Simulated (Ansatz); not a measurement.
**Lutetium, bcc under r²SCAN: ground state and equation of state**

Aim: take lutetium in the bcc structure, relax it, solve it on a dense k-mesh, switch on spin-orbit coupling, then scale the cell to 7 volumes from 88 to 112 % of the relaxed one and try a fit of the equation of state. The k-meshes are 11×11×11 for the relaxation; 19×19×19 for the dense run; 11×11×11 for spin-orbit coupling; 13×13×13 for the volumes.

This is Lu in the bcc structure; at room conditions it is hcp.

Computed with Ansatz 0.2.0 (DFT r2SCAN, plane waves (500 eV) with PAW, scalar-relativistic; PAW files made under PBE, frozen cores solved again for the functional, unless a step says otherwise).

### 1 Starting point

Symmetry: Im-3m, No. 229, cubic system. Conventional cell: a = 3.893 Å, b = 3.893 Å, c = 3.893 Å, α = 90.00°, β = 90.00°, γ = 90.00°. Lu (site symmetry m-3m) is surrounded by 8 Lu at 3.37 Å.

Structure file:

```xyz
1
Lattice="-1.9464 1.9464 1.9464 1.9464 -1.9464 1.9464 1.9464 1.9464 -1.9464" Properties=species:S:1:pos:R:3 pbc="T T T"
Lu    0.0000    0.0000    0.0000
```

### 2 Geometry optimisation

input.yaml reads:

```yaml
crystal:
  lattice:
    - [-1.9464185914, 1.9464185914, 1.9464185914]
    - [1.9464185914, -1.9464185914, 1.9464185914]
    - [1.9464185914, 1.9464185914, -1.9464185914]
  atoms:
    - { symbol: Lu, position: [0.0, 0.0, 0.0] }
hamiltonian:
  xc: r2scan
  pseudopotentials:
    kind: paw
    azcp:
      Lu: "pseudopotentials/Lu.paw.azcp"
basis:
  ecutwfc: 500
  fft_grid_basis: typed
kpoints:
  mp_grid: { grid: [11, 11, 11], shift: [0, 0, 0] }
magnetization:
  spin_polarized: false
scf:
  occupations: { method: fermi_dirac, width: 0.1 }
relax:
  max_steps: 60
  f_tol: 0.01
  cell: {}
```

On the command line:

```console
ansatz run input.yaml --threads 1 --pin off --max-ram 3584MiB --backend cpu --events-out ev --progress --plain --runs-dir out
```

Further steps of the session: The energy on a finer k-mesh; With spin-orbit coupling; Volume × 0.88; Volume × 0.92; Volume × 0.96; Volume × 1.0; Volume × 1.04; Volume × 1.08; Volume × 1.12.

Before running it: what results should come out? Wanted: space group; conventional cell; volume; shortest distance; gap on the mesh; relative to hcp; V₀, B₀, B₀′.

**Answer**, as computed:

| quantity | value |
| --- | --- |
| space group (spins left aside) | Im-3m (No. 229) |
| conventional cell | a = 3.898 Å |
| volume | 29.610 Å³/atom |
| shortest distance | 3.376 Å |
| gap on the mesh | none (levels filled in part) |
| relative to hcp | +113 meV/atom |
| V₀, B₀, B₀′ | 29.555 Å³/atom, 44 GPa, 3.1 |

What this shows: From the guessed start the volume grew by 0.4 % in 3 steps. It lies 113 meV/atom above the element's reference form at the same level (hcp, from a run of its own). Levels at the Fermi energy are filled in part, as in a metal. Totals with and without spin-orbit coupling (+24.8 eV/atom apart) can't be read as binding, since the two-component data shift the zero of energy. The fitted modulus is 44 GPa. Relaxation kept the symmetry; phonons were not checked.
